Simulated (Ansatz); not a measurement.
Write a Python script for the Ansatz DFT code, driven from Python that makes a single point in a Gaussian basis of C4H4IN, SMILES Ic1ccc[nH]1. Level of theory: Hartree-Fock, def2-SVPD basis, multiplicity 1.

```xyz
10

I     1.3358    0.1688   -2.8375
C     0.4337    0.0447   -0.9719
C     0.3089   -1.0949   -0.2303
C    -0.2365   -0.7291    0.9878
C    -0.5865    0.6018    0.9111
N    -0.1269    1.0937   -0.2757
H     0.7234   -2.0787   -0.4887
H    -0.5124   -1.3802    1.8105
H    -1.0687    1.2890    1.6754
H    -0.1876    2.0338   -0.5779
```

Script `energy_c4h4in.py`:
```python
"""Single point of C4H4IN."""

import argparse
import warnings

import ansatz as az
import numpy as np

parser = argparse.ArgumentParser(description="Single point of C4H4IN.")
parser.add_argument("--basis-set", required=True, help="basis")
parser.add_argument("--functional", default="HF", help="exchange-correlation functional")
args = parser.parse_args()

GEOMETRY = """
I     1.33580    0.16880   -2.83750
C     0.43370    0.04470   -0.97190
C     0.30890   -1.09490   -0.23030
C    -0.23650   -0.72910    0.98780
C    -0.58650    0.60180    0.91110
N    -0.12690    1.09370   -0.27570
H     0.72340   -2.07870   -0.48870
H    -0.51240   -1.38020    1.81050
H    -1.06870    1.28900    1.67540
H    -0.18760    2.03380   -0.57790
"""

warnings.simplefilter("ignore", az.DeckWarning)

geometry = az.Crystal.molecule()
for line in GEOMETRY.strip().splitlines():
    symbol, *xyz = line.split()
    geometry = geometry.atom(symbol, [float(v) for v in xyz])

calc = geometry.calculation()
calc = calc.basis(gaussian=args.basis_set)
calc = calc.functional(args.functional)
calc = calc.forces()
print(calc.to_yaml())
out = calc.run(threads=1, backend="cpu")
data = out.report

print("reference energy %16.6f eV" % data["reference_energy_ev"])
print("total energy     %16.6f eV" % data["free_energy_ev"])
print("occupied (up, down):", data["n_occupied"], " virtual:", data["n_virtual"], " frozen:", data["n_frozen"])

state = data["mean_field"]["state"]
print(f"mean field: {state['energy']['hartree']:.7f} Ha, <S^2> = {abs(state['spin_squared']):.4f}, stability: {state.get('stability', {}).get('kind')}")

symbols = [site.symbol for site in geometry.cartesian_sites]
forces = np.array(data["forces_ev_ang"])
print("largest force", round(float(np.linalg.norm(forces, axis=1).max()), 4), "eV/A, rms", round(float(np.sqrt((forces ** 2).mean())), 4))

charges = data["charge_distribution"]
print("dipole moment", round(4.803205 * float(np.linalg.norm(charges["dipole_moment_e_ang"])), 3), "D")
print("Mulliken:", [(s, round(q, 3)) for s, q in zip(symbols, charges["mulliken_charges_e"])])
```

```console
$ python energy_c4h4in.py --basis-set def2-SVPD
crystal:
  periodic: [false, false, false]
  atoms:
    - { symbol: I, position_ang: [1.3358, 0.1688, -2.8375] }
    - { symbol: C, position_ang: [0.4337, 0.0447, -0.9719] }
    - { symbol: C, position_ang: [0.3089, -1.0949, -0.2303] }
    - { symbol: C, position_ang: [-0.2365, -0.7291, 0.9878] }
    - { symbol: C, position_ang: [-0.5865, 0.6018, 0.9111] }
    - { symbol: "N", position_ang: [-0.1269, 1.0937, -0.2757] }
    - { symbol: H, position_ang: [0.7234, -2.0787, -0.4887] }
    - { symbol: H, position_ang: [-0.5124, -1.3802, 1.8105] }
    - { symbol: H, position_ang: [-1.0687, 1.289, 1.6754] }
    - { symbol: H, position_ang: [-0.1876, 2.0338, -0.5779] }
basis:
  gaussian:
    orbitals: def2-SVPD
hamiltonian:
  xc: hf
output:
  forces: true

reference energy    -13734.180170 eV
total energy        -13734.180170 eV
occupied (up, down): [30, 30]  virtual: [137, 137]  frozen: 0
mean field: -504.7218119 Ha, <S^2> = 0.0000, stability: minimum
largest force 2.8287 eV/A, rms 0.8797
dipole moment 1.797 D
Mulliken: [('I', 0.024), ('C', 0.294), ('C', -0.071), ('C', -0.093), ('C', 0.533), ('N', -0.275), ('H', 0.078), ('H', -0.056), ('H', 0.074), ('H', -0.506)]
```

The settings weren't tested for convergence. The geometry is a force-field or estimated start, not a minimum of this method, and the basis set is short of its limit. Finished in 6.2 s on 1 thread of Intel(R) Xeon(R) 6975P-C (Granite Rapids), with other jobs on the host, peak memory 0.53 GiB.

(A comment or docstring line of the script was reworded after the run, the code is as it ran; lines on the test bed's own set-up are left out of the output.)
